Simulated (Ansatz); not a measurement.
**H₆OSSi₂: how energies converge with the basis set**

The task here is to estimate one member of a computed series from the others.

Computed with Ansatz 0.2.0, Gaussian basis. Level: one geometry, several basis sets.

The runs, in order: PBE0-D4/def2-SVP; ωB97M-V/def2-SVP; PBE0-D4/def2-QZVPP; ωB97M-V/def2-QZVPP; the functionals' def2-TZVPP values are taken from earlier runs.

## Structure used throughout

The geometry comes from an earlier relaxation with PBE0-D4 in a triple-zeta def2 set; it is a stationary point, not always the lowest conformer.

SMILES `O[SiH2]S[SiH3]`, 10 atoms, charge 0, spin multiplicity 1.

Atoms are counted from 1 here; the program's logs count them from 0.

Bond lengths: O1–Si2 1.639 Å, O1–H5 0.959 Å, Si2–S3 2.137 Å, Si2–H6 1.488 Å, Si2–H7 1.476 Å, S3–Si4 2.136 Å, Si4–H8 1.488 Å, Si4–H9 1.484 Å, Si4–H10 1.483 Å. Angles: Si2–O1–H5 118.0°, O1–Si2–S3 113.1°, O1–Si2–H6 111.3°, O1–Si2–H7 105.5°, S3–Si2–H6 107.1°, S3–Si2–H7 108.1°, H6–Si2–H7 111.7°, Si2–S3–Si4 96.9°, S3–Si4–H8 110.6°, S3–Si4–H9 111.6°, S3–Si4–H10 106.7°, H8–Si4–H9 108.7°, H8–Si4–H10 109.4°, H9–Si4–H10 110.0°.

Set-up of the first run:

Input file in.yaml:

```yaml
crystal:
  periodic: [false, false, false]
  atoms:
    - {symbol: O, position_ang: [-0.787705, 1.827354, -1.310110]}
    - {symbol: Si, position_ang: [0.445351, 0.756224, -1.169612]}
    - {symbol: S, position_ang: [-0.218557, -1.256489, -0.891952]}
    - {symbol: Si, position_ang: [-0.107333, -1.272604, 1.241468]}
    - {symbol: H, position_ang: [-1.452701, 1.841773, -0.619858]}
    - {symbol: H, position_ang: [1.321771, 1.091103, -0.014933]}
    - {symbol: H, position_ang: [1.177287, 0.825667, -2.449964]}
    - {symbol: H, position_ang: [-0.775716, -0.070900, 1.809364]}
    - {symbol: H, position_ang: [1.298764, -1.301161, 1.713843]}
    - {symbol: H, position_ang: [-0.818162, -2.492268, 1.694756]}
basis:
  gaussian: {orbitals: def2-SVP}
hamiltonian: {xc: pbe0, dispersion: d4}
output: {orbitals: {seedname: orbitals}}
```

Steps of the session up to this table: PBE0-D4 in def2-SVP; ωB97M-V in def2-SVP; PBE0-D4 in def2-QZVPP; ωB97M-V in def2-QZVPP.

One table of the session follows, with a row left open; its other results are not shown here.

It belongs to the step «Density functionals: the series». 

```
functional       basis  HOMO (eV)  LUMO (eV)
   PBE0-D4    def2-SVP      -7.61       0.19
   PBE0-D4  def2-TZVPP      -7.68      -0.19
   PBE0-D4  def2-QZVPP      -7.71      -0.35
   ωB97M-V    def2-SVP          ?          ?
   ωB97M-V  def2-TZVPP      -9.85       1.51
   ωB97M-V  def2-QZVPP      -9.88       1.15
```

**Question.** Estimate the row for ωB97M-V, def2-SVP.

The run gave: HOMO (eV): -9.73; LUMO (eV): 2.09. In the column «HOMO (eV)» it lies between ωB97M-V, def2-TZVPP (-9.85) and PBE0-D4, def2-QZVPP (-7.71).
